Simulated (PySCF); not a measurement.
# TeI₃⁺: one geometry, several methods

Aim: at the PBE0 minimum of singlet TeI₃⁺, found before, compare methods on energies and levels.

The runs use PySCF 2.14.0; several methods, basis Te def2-SVP with ECP28, I def2-SVP with ECP28, scalar-relativistic core potentials, no spin–orbit coupling, density fitting.

## 1. The starting structure

4 atoms, charge 1, spin multiplicity 1.

Bond lengths: Te1–I2 2.677 Å, Te1–I3 2.677 Å, Te1–I4 2.677 Å. Angles: I2–Te1–I3 102.7°, I2–Te1–I4 102.7°, I3–Te1–I4 102.7°.

```xyz
4
charge 1 multiplicity 1
Te    0.0000    0.0000   -0.8635
I     2.4141    0.0000    0.2947
I    -1.2070    2.0906    0.2947
I    -1.2070   -2.0906    0.2947
```

## 2. PBE0

One driver script runs all steps and calls PySCF; scf.py shows the equivalent input of each level. Each SCF starts from the density of the minimum. The driver also runs the species with one electron less or more at the same geometry (one less: multiplicity 2, one more: multiplicity 2); their logs are not shown.

Contents of scf.py:

```python
from pyscf import gto, scf, dft
mol = gto.M(atom='''
Te    -0.000000     0.000000    -0.863467
I      2.414057    -0.000020     0.294676
I     -1.207011     2.090645     0.294676
I     -1.207046    -2.090624     0.294676''',
    basis={'Te': 'def2-SVP', 'I': 'def2-SVP'},
    ecp={'Te': 'def2-SVP', 'I': 'def2-SVP'},
    charge=1, spin=0)
mf = dft.RKS(mol, xc='PBE0')
mf.grids.atom_grid = (99, 590)
aux = {'Te': 'def2-universal-JKFIT', 'I': 'def2-universal-JKFIT'}
mf = mf.density_fit(auxbasis=aux)
mf.kernel()
```

## 3. HF

Edit scf.py of step 2 so:

```diff
@@ -10,2 +10 @@
-mf = dft.RKS(mol, xc='PBE0')
-mf.grids.atom_grid = (99, 590)
+mf = scf.RHF(mol)
```

## 4. MP2

Edit scf.py of step 3 so:

```diff
@@ -13,0 +14,2 @@
+from pyscf.mp import dfmp2
+dfmp2.DFMP2(mf, frozen=16).kernel()  # the driver gives MP2 a fitting basis of its own (RI)
```

## 5. PBE

Edit scf.py of step 4 so:

```diff
@@ -10 +10,2 @@
-mf = scf.RHF(mol)
+mf = dft.RKS(mol, xc='PBE')
+mf.grids.atom_grid = (99, 590)
@@ -14,2 +14,0 @@
-from pyscf.mp import dfmp2
-dfmp2.DFMP2(mf, frozen=16).kernel()  # the driver gives MP2 a fitting basis of its own (RI)
```

## 6. r2SCAN

Edit scf.py of step 5 so:

```diff
@@ -10 +10 @@
-mf = dft.RKS(mol, xc='PBE')
+mf = dft.RKS(mol, xc='R2SCAN')
```

## 7. B3LYP

Edit scf.py of step 6 so:

```diff
@@ -10 +10 @@
-mf = dft.RKS(mol, xc='R2SCAN')
+mf = dft.RKS(mol, xc='B3LYP')
```

## 8. TPSSh

Edit scf.py of step 7 so:

```diff
@@ -10 +10 @@
-mf = dft.RKS(mol, xc='B3LYP')
+mf = dft.RKS(mol, xc='TPSSH')
```

(Steps that only read results are left out.)

What does the calculation give? Wanted: vertical ionisation energy, range; vertical electron affinity, range; orbital gap, range.

The runs gave:

```
                         quantity                          value
vertical ionisation energy, range   13.67 (PBE) to 14.53 (HF) eV
vertical electron affinity, range  6.34 (HF) to 6.99 (r2SCAN) eV
               orbital gap, range     2.07 (PBE) to 9.14 (HF) eV
```

In words: The vertical ionisation energy spreads over 0.86 eV, from PBE to HF; without a CCSD(T) value for it there is no yardstick here.  Spin–orbit coupling is left out.
